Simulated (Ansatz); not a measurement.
# As2 (singlet): from Hartree-Fock to the top rungs, aug-cc-pVTZ

An exercise on one series of results from a longer session: the logs are not shown, and one member is left open.

Computed with Ansatz 0.2.0, Gaussian basis. Level: aug-cc-pVTZ, core rule «outside noble gas», up to 28 orbitals frozen.

Plan: UHF; CCSD(T) on RHF; CCSD(T) on UHF; BCCD(T) on RHF; CCSDT(Q) on RHF; CCSDT(Q) on UHF; CASSCF and MRCISD+Q, 10 electrons in 8 orbitals; CASSCF and NEVPT2, 10 electrons in 8 orbitals.

3 further runs of the same task are left out: 3 set aside as unsound or not needed. Runs told in other sessions of the task aren't counted.

## What is computed

The geometry is a PBE0/def2-TZVPD stationary point (not a proven minimum) of the parent state, kept for this charge and spin. No spin-orbit coupling is included. The filled d shell of As may be among the frozen orbitals whatever the setting's name suggests.

2 atoms, charge 0, spin multiplicity 1.

Atoms are counted from 1 here; the program's logs count them from 0.

Bond lengths: As1–As2 2.176 Å.

Set-up of the first run:

in.yaml

```yaml
crystal:
  periodic: [false, false, false]
  atoms:
    - {symbol: As, position_ang: [0.000000, 0.000000, 0.000000]}
    - {symbol: As, position_ang: [0.000000, 0.000000, 2.176400]}
basis:
  gaussian: {orbitals: aug-cc-pVTZ}
magnetization: {spin_polarized: true, initial_magnetization: 0}
hamiltonian: {xc: hf}
output: {orbitals: {seedname: orbitals}}
```

Started as:

```console
ansatz run in.yaml --threads 1 --pin off --events-out ev --progress --plain --max-ram 4096MiB --backend cpu
```

Steps of the session up to this table: UHF; CCSD(T) on RHF; CCSD(T) on UHF; BCCD(T) on RHF; CCSDT(Q) on RHF; CCSDT(Q) on UHF; CASSCF and MRCISD+Q, 10 electrons in 8 orbitals; CASSCF and NEVPT2, 10 electrons in 8 orbitals.

One of the session's tables, all rows but one given; the rest of the session is left out.

It belongs to the step «Misses and costs». 

| method | from RCCSDT(Q) (meV) |
| --- | --- |
| RHF | +8161.1 |
| UHF | +7447.2 |
| RMP2 | +893.7 |
| UMP2 | +2065.0 |
| RCCSD | +664.5 |
| UCCSD | +739.7 |
| RCCSD(T) | +88.5 |
| UCCSD(T) | +214.4 |
| BCCD(T) | +89.5 |
| RCCSDT | +85.0 |
| UCCSDT | +109.0 |
| RCCSDT(Q) | 0 |
| UCCSDT(Q) | +21.3 |
| CASSCF valence | +5466.9 |
| NEVPT2 valence | +1121.8 |
| MRCISD valence | ? |
| MRCISD+Q valence | +79.7 |

**Question.** Estimate the row for MRCISD valence.

**Answer.** from RCCSDT(Q) (meV): +555.7. In the column «from RCCSDT(Q) (meV)» it lies between UCCSD(T) (+214.4) and RCCSD (+664.5).

To keep in mind: The determinant of HF (⟨S²⟩ 1.19) is far from a pure spin state, so its energy mixes those of several spin states; that is harmless only where they are near-degenerate. The determinant of CCSD(T) (⟨S²⟩ 1.19) is far from a pure spin state, so its energy mixes those of several spin states; high orders of coupled cluster remove much of that, low ones don't. The determinant of CCSDT(Q) (⟨S²⟩ 1.19) is far from a pure spin state, so its energy mixes those of several spin states; high orders of coupled cluster remove much of that, low ones don't. Warnings: restricted reference is unstable; spin contamination. Restricted and unrestricted rows rest on different reference determinants; a gap between their highest levels can come from leftover correlation error, from unlike frozen cores or from another state.
